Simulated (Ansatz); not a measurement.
# AlFH₂OSe: from a rough start to a minimum

Aim: relax AlFH₂OSe from a cheap starting geometry, then compute its harmonic vibrations to see whether it is a minimum and to get the zero-point energy and entropy, and look at its orbitals and charge.

Method: RKS PBE0-D4/def2-TZVP; program: Ansatz 0.2.0, Gaussian basis.

Plan: relaxation at PBE-D4/def2-SVP; relaxation at PBE0-D4/def2-TZVP; harmonic vibrations at the same level; a single point in def2-TZVPP for the fields.

## 1. The starting structure

SMILES `[OH][Al]([F])[SeH]`, 6 atoms, charge 0, spin multiplicity 1.

Atoms are counted from 1 here; the program's logs count them from 0.

Bond lengths: O1–Al2 1.850 Å, O1–H5 1.003 Å, Al2–F3 1.777 Å, Al2–Se4 2.333 Å, Se4–H6 1.520 Å. Angles: Al2–O1–H5 103.7°, O1–Al2–F3 118.6°, O1–Al2–Se4 121.6°, F3–Al2–Se4 119.7°, Al2–Se4–H6 94.1°.

The start is a force-field geometry with small random shifts, so a cheaper pass at PBE-D4/def2-SVP comes first.

## 2. Optimising with PBE-D4/def2-SVP (cheap first pass)

Contents of in.yaml:

```yaml
crystal:
  periodic: [false, false, false]
  atoms:
    - {symbol: O, position_ang: [1.192400, -0.455100, -1.361100]}
    - {symbol: Al, position_ang: [0.136600, -0.583900, 0.152400]}
    - {symbol: F, position_ang: [0.825300, -1.331500, 1.609800]}
    - {symbol: Se, position_ang: [-2.051000, 0.226500, 0.191200]}
    - {symbol: H, position_ang: [1.583300, 0.466400, -1.300800]}
    - {symbol: H, position_ang: [-1.644600, 1.613500, 0.662300]}
basis:
  gaussian: {orbitals: def2-SVP}
hamiltonian: {xc: pbe, dispersion: d4}
relax: {f_tol: 0.03, max_steps: 200}
```

Launch:

```console
ansatz run in.yaml --threads 2 --pin off --events-out ev --progress --plain --max-ram 4352MiB
```

The log of the run, cut to the lines that bear on the results:

```text
Functional definition: PBE
  name "PBE"
  cite "Perdew, Burke & Ernzerhof, Phys. Rev. Lett. 77, 3865 (1996) doi:10.1103/PhysRevLett.77.3865"
  parent pbe
[...]
946 factors; their error is unknown
[...]
mean field -76714.75931239 eV, -2819.2154055988 hartree, gradient 4.0e-5 eV, S^2 0.000000; 0 other end points of the search recorded, 0 dependent functions left out
[...]
reference -76714.75934848 eV, -2819.2154069252 hartree; 33, 33 occupied and 55, 55 virtual orbitals, 946 factors
relax step   1: F+E_penalty+E_count = -76714.87384059 eV  Δ(F+E_penalty+E_count) = +0.000e0 eV  max|allowed force component| = 2.189e0 eV/Å  Δτ_max = 0.0000 Å  (27 SCF iters, accepted)
[...]
relax step   6: F+E_penalty+E_count = -76715.30421012 eV  Δ(F+E_penalty+E_count) = -2.419e-2 eV  max|allowed force component| = 2.802e-1 eV/Å  Δτ_max = 0.0615 Å  (28 SCF iters, accepted)
[...]
relax step  11: F+E_penalty+E_count = -76715.48591004 eV  Δ(F+E_penalty+E_count) = -3.966e-2 eV  max|allowed force component| = 3.402e-1 eV/Å  Δτ_max = 0.1499 Å  (29 SCF iters, accepted)
[...]
relax step  16: F+E_penalty+E_count = -76715.59391476 eV  Δ(F+E_penalty+E_count) = -9.531e-3 eV  max|allowed force component| = 6.617e-2 eV/Å  Δτ_max = 0.0999 Å  (29 SCF iters, accepted)
[...]
relax step  19: F+E_penalty+E_count = -76715.59714522 eV  Δ(F+E_penalty+E_count) = +1.570e-5 eV  max|allowed force component| = 1.661e-2 eV/Å  Δτ_max = 0.0176 Å  (28 SCF iters, rejected (line search))
[...]
relax step  20: F+E_penalty+E_count = -76715.59735076 eV  Δ(F+E_penalty+E_count) = -1.898e-4 eV  max|allowed force component| = 2.643e-3 eV/Å  Δτ_max = 0.0088 Å  (30 SCF iters, accepted)
946 factors; their error is unknown
[...]
mean field -76715.47879215 eV, -2819.2418459922 hartree, gradient 7.4e-6 eV, S^2 0.000000; 1 other end points of the search recorded, 0 dependent functions left out
[...]
reference -76715.47882678 eV, -2819.2418472650 hartree; 33, 33 occupied and 55, 55 virtual orbitals, 946 factors
Total energy: -76715.59738540 eV, -2819.2462042137 hartree
Atom 0 at     1.476321    -0.431202    -1.051683 Å, force    -0.001462     0.001254    -0.000049 eV/Å
Atom 1 at     0.288320    -0.224756     0.153805 Å, force     0.000078     0.000442    -0.002643 eV/Å
Atom 2 at     0.584601    -0.941945     1.635268 Å, force    -0.000107    -0.000490     0.000712 eV/Å
Atom 3 at    -1.681328     0.965120    -0.117272 Å, force     0.000490    -0.002018     0.002342 eV/Å
Atom 4 at     1.429407    -0.072005    -1.950241 Å, force     0.000340    -0.000525     0.001468 eV/Å
Atom 5 at    -2.055321     0.640688     1.283924 Å, force     0.000661     0.001338    -0.001831 eV/Å
Dipole moment:    -0.125909     0.189847    -0.325394 e Å
```

It took 52 s on 2 threads of Arm Neoverse N1, shared host.

Along the way: (the energy doesn't fall at every step)

| step | energy from step 1 (eV) | largest force component (eV/Å) |
| --- | --- | --- |
| 1 | 0.0000 | 2.1891 |
| 2 | -0.2145 | 1.4501 |
| 3 | -0.2696 | 1.2470 |
| 4 | -0.2488 | 4.1466 |
| 5 | -0.4062 | 0.3313 |
| 6 | -0.4304 | 0.2802 |
| 7 | -0.4837 | 0.4763 |
| 8 | -0.3545 | 2.2893 |
| 9 | -0.5350 | 0.4672 |
| 10 | -0.5724 | 0.6267 |
| 11 | -0.6121 | 0.3402 |
| 12 | -0.6646 | 0.1615 |
| 13 | -0.6737 | 0.8959 |
| 14 | -0.6213 | 1.0898 |
| 15 | -0.7105 | 0.2001 |
| 16 | -0.7201 | 0.0662 |
| 17 | -0.7232 | 0.0203 |
| 18 | -0.7233 | 0.0618 |
| 19 | -0.7233 | 0.0166 |
| 20 | -0.7235 | 0.0026 |

The force was under the threshold of 0.03 eV/Å already at step 17, but the program went on to step 20.

Distances of close pairs at the start and the end, largest changes first:

| bond | before (Å) | after (Å) | change (Å) |
| --- | --- | --- | --- |
| O1–Al2 | 1.850 | 1.705 | -0.145 |
| Al2–F3 | 1.777 | 1.672 | -0.104 |
| Se4–H6 | 1.520 | 1.486 | -0.034 |
| O1–H5 | 1.003 | 0.969 | -0.034 |
| Al2–Se4 | 2.333 | 2.317 | -0.016 |

## 3. Optimising with PBE0-D4/def2-TZVP

Contents of in.yaml:

```yaml
crystal:
  periodic: [false, false, false]
  atoms:
    - {symbol: O, position_ang: [1.476321, -0.431202, -1.051683]}
    - {symbol: Al, position_ang: [0.288320, -0.224756, 0.153805]}
    - {symbol: F, position_ang: [0.584601, -0.941945, 1.635268]}
    - {symbol: Se, position_ang: [-1.681328, 0.965120, -0.117272]}
    - {symbol: H, position_ang: [1.429407, -0.072005, -1.950241]}
    - {symbol: H, position_ang: [-2.055321, 0.640688, 1.283924]}
basis:
  gaussian: {orbitals: def2-TZVP}
hamiltonian: {xc: pbe0, dispersion: d4}
relax: {f_tol: 0.005, max_steps: 150}
```

The command is unchanged.

The log of the run, cut to the lines that bear on the results:

```text
Functional definition: PBE0
  name "PBE0"
  cite "Adamo & Barone, J. Chem. Phys. 110, 6158 (1999) doi:10.1063/1.478522"
  cite "Perdew, Burke & Ernzerhof, Phys. Rev. Lett. 77, 3865 (1996) doi:10.1103/PhysRevLett.77.3865"
  parent pbe
[...]
1086 factors; their error is unknown
[...]
mean field -76734.71128775 eV, -2819.9486271695 hartree, gradient 3.5e-5 eV, S^2 0.000000; 0 other end points of the search recorded, 0 dependent functions left out
[...]
reference -76734.71131663 eV, -2819.9486282308 hartree; 33, 33 occupied and 126, 126 virtual orbitals, 1086 factors
relax step   1: F+E_penalty+E_count = -76734.81249132 eV  Δ(F+E_penalty+E_count) = +0.000e0 eV  max|allowed force component| = 7.693e-1 eV/Å  Δτ_max = 0.0000 Å  (27 SCF iters, accepted)
[...]
1086 factors; their error is unknown
[...]
mean field -76734.74471815 eV, -2819.9498557139 hartree, gradient 1.6e-5 eV, S^2 0.000000; 1 other end points of the search recorded, 0 dependent functions left out
[...]
reference -76734.74474702 eV, -2819.9498567751 hartree; 33, 33 occupied and 126, 126 virtual orbitals, 1086 factors
Total energy: -76734.84688021 eV, -2819.9536101003 hartree
Atom 0 at     1.453474    -0.422867    -1.041533 Å, force    -0.000136     0.000134     0.000390 eV/Å
Atom 1 at     0.300504    -0.237817     0.165923 Å, force     0.000318     0.000220    -0.000407 eV/Å
Atom 2 at     0.591583    -0.940872     1.619737 Å, force    -0.000163    -0.000039     0.000083 eV/Å
Atom 3 at    -1.650305     0.946709    -0.125941 Å, force    -0.000217     0.000152     0.000387 eV/Å
Atom 4 at     1.392272    -0.059091    -1.922261 Å, force     0.000043    -0.000266    -0.000206 eV/Å
Atom 5 at    -2.045528     0.649839     1.257876 Å, force     0.000156    -0.000201    -0.000246 eV/Å
Dipole moment:    -0.137258     0.189339    -0.303208 e Å
```

Run time: 53 s. Hardware: 2 threads of Arm Neoverse N1, shared host.

The steps of the relaxation:

| step | energy from step 1 (eV) | largest force component (eV/Å) |
| --- | --- | --- |
| 1 | 0.0000 | 0.7693 |
| 2 | -0.0259 | 0.4623 |
| 3 | -0.0337 | 0.0543 |
| 4 | -0.0340 | 0.0246 |
| 5 | -0.0342 | 0.0230 |
| 6 | -0.0343 | 0.0054 |
| 7 | -0.0344 | 0.0004 |

Distances of close pairs at the start and the end, largest changes first:

| bond | before (Å) | after (Å) | change (Å) |
| --- | --- | --- | --- |
| Al2–F3 | 1.672 | 1.641 | -0.031 |
| O1–Al2 | 1.705 | 1.680 | -0.025 |
| Se4–H6 | 1.486 | 1.469 | -0.017 |
| Al2–Se4 | 2.317 | 2.301 | -0.016 |
| O1–H5 | 0.969 | 0.955 | -0.014 |

Mulliken charges of the relaxed molecule (report file):

| atom | value (e) |
| --- | --- |
| O1 | -0.53 |
| Al2 | 0.69 |
| F3 | -0.33 |
| Se4 | -0.31 |
| H5 | 0.32 |
| H6 | 0.15 |

## 4. Vibrations by finite differences

Contents of in.yaml:

```yaml
crystal:
  periodic: [false, false, false]
  atoms:
    - {symbol: O, position_ang: [1.453474, -0.422867, -1.041533]}
    - {symbol: Al, position_ang: [0.300504, -0.237817, 0.165923]}
    - {symbol: F, position_ang: [0.591583, -0.940872, 1.619737]}
    - {symbol: Se, position_ang: [-1.650305, 0.946709, -0.125941]}
    - {symbol: H, position_ang: [1.392272, -0.059091, -1.922261]}
    - {symbol: H, position_ang: [-2.045528, 0.649839, 1.257876]}
basis:
  gaussian: {orbitals: def2-TZVP}
hamiltonian: {xc: pbe0, dispersion: d4}
phonons: {temperatures: {t_min: 298.15, t_max: 900, t_step: 200}}
```

The command is unchanged.

The log of the run, cut to the lines that bear on the results:

```text
Functional definition: PBE0
  name "PBE0"
  cite "Adamo & Barone, J. Chem. Phys. 110, 6158 (1999) doi:10.1063/1.478522"
  cite "Perdew, Burke & Ernzerhof, Phys. Rev. Lett. 77, 3865 (1996) doi:10.1103/PhysRevLett.77.3865"
  parent pbe
[...]
1086 factors; their error is unknown
[...]
mean field -76734.74471281 eV, -2819.9498555176 hartree, gradient 3.4e-5 eV, S^2 0.000000; 0 other end points of the search recorded, 0 dependent functions left out
[...]
reference -76734.74474166 eV, -2819.9498565780 hartree; 33, 33 occupied and 126, 126 virtual orbitals, 1086 factors
[...]
1086 factors; their error is unknown
mean field -76734.74469621 eV, -2819.9498549075 hartree, gradient 1.3e-6 eV, S^2 0.000000; 0 other end points of the search recorded, 0 dependent functions left out
[...]
reference -76734.74472506 eV, -2819.9498559680 hartree; 33, 33 occupied and 126, 126 virtual orbitals, 1086 factors
[...]
reference -76734.74468149 eV, -2819.9498543667 hartree; 33, 33 occupied and 126, 126 virtual orbitals, 1086 factors
Total energy: -76734.84687485 eV, -2819.9536099033 hartree
Atom 0 at     1.453474    -0.422867    -1.041533 Å, force    -0.000113     0.000138     0.000346 eV/Å
Atom 1 at     0.300504    -0.237817     0.165923 Å, force     0.000306     0.000229    -0.000418 eV/Å
Atom 2 at     0.591583    -0.940872     1.619737 Å, force    -0.000165    -0.000048     0.000111 eV/Å
Atom 3 at    -1.650305     0.946709    -0.125941 Å, force    -0.000258     0.000168     0.000405 eV/Å
Atom 4 at     1.392272    -0.059091    -1.922261 Å, force     0.000041    -0.000277    -0.000173 eV/Å
Atom 5 at    -2.045528     0.649839     1.257876 Å, force     0.000189    -0.000209    -0.000272 eV/Å
Dipole moment:    -0.137258     0.189339    -0.303208 e Å
Vibrations: 140.46 199.81 203.14 243.98 308.28 381.01 563.61 608.96 801.89 950.22 2444.34 3975.07 cm⁻¹, zero-point energy 0.670802 eV
```

It took 2.8 min on 2 threads of Arm Neoverse N1, shared host.

Motions are named by where the mode's potential energy lies. Wavenumbers, unscaled:

| mode | cm⁻¹ | motion |
| --- | --- | --- |
| 1 | 140 | bend |
| 2 | 200 | torsion |
| 3 | 203 | bend |
| 4 | 244 | torsion with out-of-plane bend |
| 5 | 308 | torsion |
| 6 | 381 | Al–Se stretch |
| 7 | 564 | bend |
| 8 | 609 | bend |
| 9 | 802 | Al–F and Al–O stretch |
| 10 | 950 | Al–O and Al–F stretch |
| 11 | 2444 | Se–H stretch |
| 12 | 3975 | O–H stretch |

From these modes and the moments of inertia (298.15 K, 1 bar, symmetry number 1):

| term | value |
| --- | --- |
| zero-point energy | 64.7 kJ/mol |
| H(298) − E | 83.7 kJ/mol |
| entropy, translation | 170.7 J/(mol K) |
| entropy, rotation | 114.6 J/(mol K) |
| entropy, vibration | 52.3 J/(mol K) |
| entropy, total | 337.6 J/(mol K) |

## 5. A single point for the fields

in.yaml: that of step 4 with these lines changed.

```diff
@@ -10,4 +10,4 @@
 basis:
-  gaussian: {orbitals: def2-TZVP}
+  gaussian: {orbitals: def2-TZVPP}
 hamiltonian: {xc: pbe0, dispersion: d4}
-phonons: {temperatures: {t_min: 298.15, t_max: 900, t_step: 200}}
+output: {orbitals: {seedname: orbitals}}
```

Same command.

The log of the run:

```text
Functional definition: PBE0
  name "PBE0"
  cite "Adamo & Barone, J. Chem. Phys. 110, 6158 (1999) doi:10.1063/1.478522"
  cite "Perdew, Burke & Ernzerhof, Phys. Rev. Lett. 77, 3865 (1996) doi:10.1103/PhysRevLett.77.3865"
  parent pbe
  parameter a = 0.25
  parameter kappa = 0.804
  parameter beta = 0.06672455060314922
  exchange = (1 - a)*pbe_x(kappa = kappa, mu = beta*pi^2/3) + a*exact_x
  correlation = pbe_c(beta = beta)
1137 factors; their error is unknown
mean field evaluation 1: about -76727.3414 eV, gradient 6.7e1 eV
mean field evaluation 2: about -76709.2559 eV, gradient 1.2e2 eV
mean field evaluation 4: about -76734.3024 eV, gradient 7.0e0 eV
mean field evaluation 8: about -76734.8099 eV, gradient 4.0e-1 eV
mean field -76734.80999181 eV, -2819.9522544767 hartree, gradient 6.1e-5 eV, S^2 0.000000; 0 other end points of the search recorded, 0 dependent functions left out
reference -76734.81002094 eV, -2819.9522555472 hartree; 33, 33 occupied and 147, 147 virtual orbitals, 1137 factors
Total energy: -76734.91215412 eV, -2819.9560088725 hartree
```

Wall time 5.5 s (2 threads of Arm Neoverse N1, shared host); peak memory 0.44 GiB.

Orbitals, density, ELF and potential are computed afterwards from the orbital file.

Frontier orbitals at PBE0-D4/def2-TZVPP, with the share of their density that lies nearest to each atom:

| orbital | energy (eV) | lies on |
| --- | --- | --- |
| HOMO-1 | -9.03 | Se4 56 %; Al2 16 %; O1 15 % |
| HOMO | -7.62 | Se4 80 %; H6 11 %; Al2 7 % |
| LUMO | -0.84 | Al2 39 %; Se4 17 %; F3 14 % |

ELF in a plane through or near 6 of the atoms.

Values, 10 rows by 14 columns:
```
0.00 0.00 0.00 0.00 0.00 0.00 0.00 0.00 0.00 0.00 0.00 0.00 0.00 0.00
0.00 0.00 0.00 0.00 0.00 0.00 0.04 0.09 0.05 0.00 0.00 0.00 0.00 0.00
0.00 0.00 0.00 0.00 0.00 0.05 0.50 0.80 0.66 0.08 0.00 0.00 0.00 0.00
0.00 0.00 0.00 0.11 0.08 0.02 0.63 0.67 0.77 0.07 0.00 0.00 0.00 0.00
0.00 0.00 0.06 0.68 0.83 0.62 0.38 0.40 0.11 0.11 0.76 0.71 0.04 0.00
0.00 0.00 0.03 0.58 0.57 0.80 0.08 0.19 0.80 0.66 1.00 0.96 0.28 0.00
0.00 0.00 0.02 0.79 0.95 0.34 0.08 0.64 0.21 0.66 0.63 0.38 0.03 0.00
0.00 0.00 0.00 0.03 0.07 0.01 0.01 0.30 0.74 0.80 0.76 0.22 0.01 0.00
0.00 0.00 0.00 0.00 0.00 0.00 0.00 0.04 0.37 0.60 0.36 0.04 0.00 0.00
0.00 0.00 0.00 0.00 0.00 0.00 0.00 0.00 0.00 0.00 0.00 0.00 0.00 0.00
```
The map spans 10.2 Å across and 9.1 Å up, centred on the molecule. Atoms in the plane (x, y in Å): O1 (-1.8, 0.0), Al2 (-0.2, 0.4), F3 (0.3, 1.9), Se4 (1.5, -1.2), H5 (-2.2, -0.9), H6 (2.5, -0.2).

log10 of the density (e/Å³) in the same plane.

Values, 10 rows by 14 columns:
```
-4.0 -4.0 -4.0 -4.0 -4.0 -4.0 -4.0 -4.0 -4.0 -4.0 -4.0 -4.0 -4.0 -4.0
-4.0 -4.0 -4.0 -4.0 -4.0 -3.2 -2.4 -2.0 -2.2 -3.2 -4.0 -4.0 -4.0 -4.0
-4.0 -4.0 -4.0 -3.9 -3.3 -2.1 -0.8  0.1 -0.5 -2.1 -3.5 -4.0 -4.0 -4.0
-4.0 -4.0 -3.3 -2.2 -1.8 -1.5 -0.3  0.9  0.1 -1.7 -2.7 -3.2 -3.8 -4.0
-4.0 -3.9 -2.4 -0.9  0.0 -0.2  0.4  0.6 -0.8 -1.3 -1.3 -1.8 -2.8 -3.9
-4.0 -3.7 -2.2 -0.5  0.7  0.3 -0.4 -0.2 -0.2 -0.2  0.2 -0.9 -2.2 -3.5
-4.0 -4.0 -2.6 -0.9 -0.3 -0.9 -1.3 -0.6  0.5  1.9 -0.3 -1.2 -2.4 -3.6
-4.0 -4.0 -3.7 -2.7 -2.4 -2.5 -2.3 -1.3 -0.5 -0.3 -0.9 -1.8 -2.9 -3.9
-4.0 -4.0 -4.0 -4.0 -4.0 -3.8 -3.1 -2.4 -1.7 -1.6 -1.9 -2.6 -3.5 -4.0
-4.0 -4.0 -4.0 -4.0 -4.0 -4.0 -4.0 -3.7 -3.3 -3.1 -3.4 -3.9 -4.0 -4.0
```
The map spans 10.2 Å across and 9.1 Å up, centred on the molecule. Atoms in the plane (x, y in Å): O1 (-1.8, 0.0), Al2 (-0.2, 0.4), F3 (0.3, 1.9), Se4 (1.5, -1.2), H5 (-2.2, -0.9), H6 (2.5, -0.2).

On the surface of density 0.002 e/bohr³ the electrostatic potential runs, from the 1st to the 99th percentile, from -1.19 V near O1 to 3.27 V near Al2.

## 6. What came out

```
                  quantity            value
               point group               Cs
                     steps           20 + 7
shift from the start (rms)          0.753 Å
              total energy   -76734.8469 eV
           dispersion term         -102 meV
             dipole moment           1.84 D
lowest, highest wavenumber   140, 3975 cm⁻¹
         zero-point energy      64.7 kJ/mol
       entropy at 298.15 K  337.6 J/(mol K)
                HOMO, LUMO  -7.62, -0.84 eV
```

In words: The relaxed geometry lies 0.75 Å (rms) from the start; the bond that changed most is O1–Al2, from 1.850 to 1.680 Å. All wavenumbers are real, so the end point is a minimum. The stiffest mode, 3975 cm⁻¹, is an O–H stretch, and 2 modes under 200 cm⁻¹ make the vibrational entropy uncertain. Harmonic hybrid wavenumbers usually lie a few per cent above measured fundamentals. The largest Mulliken charge, +0.69 e, sits on Al2. The HOMO lies mostly on Se4 80 %; H6 11 % and the LUMO on Al2 39 %; Se4 17 %.
